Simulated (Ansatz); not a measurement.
# Al2H8O5Si: the cost of one run

The runs use Ansatz 0.2.0, Gaussian basis; PBE0-D4, def2-SVP first, then def2-TZVP.

114 further runs of the same task are left out: 114 set aside as unsound or not needed. Runs told in other sessions of the task aren't counted.

### 1 Starting geometry

The guess: 16 atoms, charge 0, spin multiplicity 1.

Atoms are counted from 1 here; the program's logs count them from 0.

Bond lengths: Si1–O4 1.729 Å, Si1–H11 1.451 Å, Si1–H12 1.588 Å, Si1–H13 1.453 Å, H3–O4 1.204 Å, O4–Al5 1.729 Å, Al5–O6 1.640 Å, Al5–O7 1.648 Å, O6–H14 0.945 Å, O7–Al8 1.711 Å, Al8–O9 1.654 Å, Al8–O10 1.650 Å, Al8–H12 1.900 Å, O9–H15 0.944 Å, O10–H16 0.944 Å. Angles: O4–Si1–H11 113.0°, O4–Si1–H12 98.1°, O4–Si1–H13 111.9°, H11–Si1–H12 99.4°, H11–Si1–H13 127.8°, H12–Si1–H13 99.3°, Si1–O4–H3 84.5°, Si1–O4–Al5 130.4°, H3–O4–Al5 145.0°, O4–Al5–O6 114.1°, O4–Al5–O7 112.8°, O6–Al5–O7 133.1°, Al5–O6–H14 150.9°, Al5–O7–Al8 134.7°, O7–Al8–O9 118.5°, O7–Al8–O10 113.7°, O7–Al8–H12 93.3°, O9–Al8–O10 124.1° and more.

As a file:

```
Si   -0.0158   -1.7826    0.0901
H     1.5676   -2.8919    0.6189
H     1.9357   -1.7798    0.5711
O     1.3606   -0.7574    0.3020
Al    1.5117    0.9590    0.1644
O     3.0307    1.5198    0.4242
O     0.0883    1.6961   -0.2184
Al   -1.5361    1.1771   -0.3625
O    -2.2587    1.2507   -1.8481
O    -2.3587    1.1640    1.0679
H    -0.5968   -2.2182    1.3467
H    -1.0694   -0.6638   -0.3096
H     0.0402   -2.5111   -1.1664
H     3.6466    2.2331    0.4985
H    -2.2103    1.3927   -2.7802
H    -3.1356    1.2124    1.6015
```

Distances that are to change: Si1–O4 1.73 Å, H2–H3 1.17 Å, Si1–H2 2.00 Å, H3–O4 1.20 Å.

### 2 Relaxing the guess with the reacting distances held

File hold/in.yaml:

```yaml
crystal:
  periodic: [false, false, false]
  atoms:
    - {symbol: Si, position_ang: [-0.015800, -1.782600, 0.090100]}
    - {symbol: H, position_ang: [1.567600, -2.891900, 0.618900]}
    - {symbol: H, position_ang: [1.935700, -1.779800, 0.571100]}
    - {symbol: O, position_ang: [1.360600, -0.757400, 0.302000]}
    - {symbol: Al, position_ang: [1.511700, 0.959000, 0.164400]}
    - {symbol: O, position_ang: [3.030700, 1.519800, 0.424200]}
    - {symbol: O, position_ang: [0.088300, 1.696100, -0.218400]}
    - {symbol: Al, position_ang: [-1.536100, 1.177100, -0.362500]}
    - {symbol: O, position_ang: [-2.258700, 1.250700, -1.848100]}
    - {symbol: O, position_ang: [-2.358700, 1.164000, 1.067900]}
    - {symbol: H, position_ang: [-0.596800, -2.218200, 1.346700]}
    - {symbol: H, position_ang: [-1.069400, -0.663800, -0.309600]}
    - {symbol: H, position_ang: [0.040200, -2.511100, -1.166400]}
    - {symbol: H, position_ang: [3.646600, 2.233100, 0.498500]}
    - {symbol: H, position_ang: [-2.210300, 1.392700, -2.780200]}
    - {symbol: H, position_ang: [-3.135600, 1.212400, 1.601500]}
basis:
  gaussian: {orbitals: def2-SVP}
hamiltonian: {xc: pbe0, dispersion: d4}
relax: {f_tol: 0.04, max_steps: 150, escape_saddle: false, constraints: [{distance: [0, 3]}, {distance: [1, 2]}, {distance: [0, 1]}, {distance: [2, 3]}]}
```

Run with:

```sh
$ ansatz run in.yaml --threads 4 --pin off --events-out ev --progress --plain --max-ram 46080MiB --backend cuda --devices 0, --max-vram 37GiB
```

**Question.** How long does this run take on 1 × a share of an NVIDIA H100 with 4 threads of AMD EPYC 7R13, shared host?

About 64 s.
